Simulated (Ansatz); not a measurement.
**CH₃BO₂: basis-set convergence**

An exercise on one series of results from a longer session: the logs are not shown, and one member is left open.

Method: one geometry, several basis sets; program: Ansatz 0.2.0, Gaussian basis.

Plan: PBE0-D4/def2-SVP; ωB97M-V/def2-SVP; PBE0-D4/def2-QZVPP; ωB97M-V/def2-QZVPP; the functionals' def2-TZVPP values are taken from earlier runs.

**Structure used throughout**

All runs share one geometry, relaxed beforehand with PBE0-D4 in a triple-zeta def2 set.

SMILES `OB1CO1`, 7 atoms, charge 0, spin multiplicity 1.

Atoms are counted from 1 here; the program's logs count them from 0.

Bond lengths: O1–B2 1.341 Å, O1–H5 0.959 Å, B2–C3 1.507 Å, B2–O4 1.334 Å, C3–O4 1.511 Å, C3–H6 1.087 Å, C3–H7 1.087 Å. Angles: B2–O1–H5 113.6°, O1–B2–C3 159.4°, O1–B2–O4 136.7°, C3–B2–O4 63.9°, B2–C3–O4 52.5°, B2–C3–H6 122.7°, B2–C3–H7 122.7°, O4–C3–H6 112.5°, O4–C3–H7 112.5°, H6–C3–H7 114.0°, B2–O4–C3 63.6°.

Set-up of the first run:

in.yaml

```yaml
crystal:
  periodic: [false, false, false]
  atoms:
    - {symbol: O, position_ang: [-1.464363, 0.371732, -1.006662]}
    - {symbol: B, position_ang: [-0.448394, -0.119973, -0.283291]}
    - {symbol: C, position_ang: [0.818630, -0.148295, 0.532905]}
    - {symbol: O, position_ang: [-0.053426, -1.319910, 0.146077]}
    - {symbol: H, position_ang: [-1.427263, 1.323255, -1.122623]}
    - {symbol: H, position_ang: [0.829787, 0.024494, 1.605893]}
    - {symbol: H, position_ang: [1.806330, -0.199303, 0.082200]}
basis:
  gaussian: {orbitals: def2-SVP}
hamiltonian: {xc: pbe0, dispersion: d4}
output: {orbitals: {seedname: orbitals}}
```

On the command line:

```console
$ ansatz run in.yaml --threads 2 --pin off --events-out ev --progress --plain --max-ram 4352MiB
```

Steps of the session up to this table: PBE0-D4 in def2-SVP; ωB97M-V in def2-SVP; PBE0-D4 in def2-QZVPP; ωB97M-V in def2-QZVPP.

One of the session's tables, all rows but one given; the rest of the session is left out.

It belongs to the step «Density functionals: the series». 

| functional | basis | HOMO (eV) | LUMO (eV) |
| --- | --- | --- | --- |
| PBE0-D4 | def2-SVP | -7.97 | 1.19 |
| PBE0-D4 | def2-TZVPP | -8.08 | 0.42 |
| PBE0-D4 | def2-QZVPP | -8.11 | 0.15 |
| ωB97M-V | def2-SVP | -10.29 | 2.85 |
| ωB97M-V | def2-TZVPP | ? | ? |
| ωB97M-V | def2-QZVPP | -10.45 | 1.24 |

Estimate the missing values for ωB97M-V, def2-TZVPP.

As computed: HOMO (eV): -10.42; LUMO (eV): 1.74. In the column «HOMO (eV)» it lies between ωB97M-V, def2-QZVPP (-10.45) and ωB97M-V, def2-SVP (-10.29).
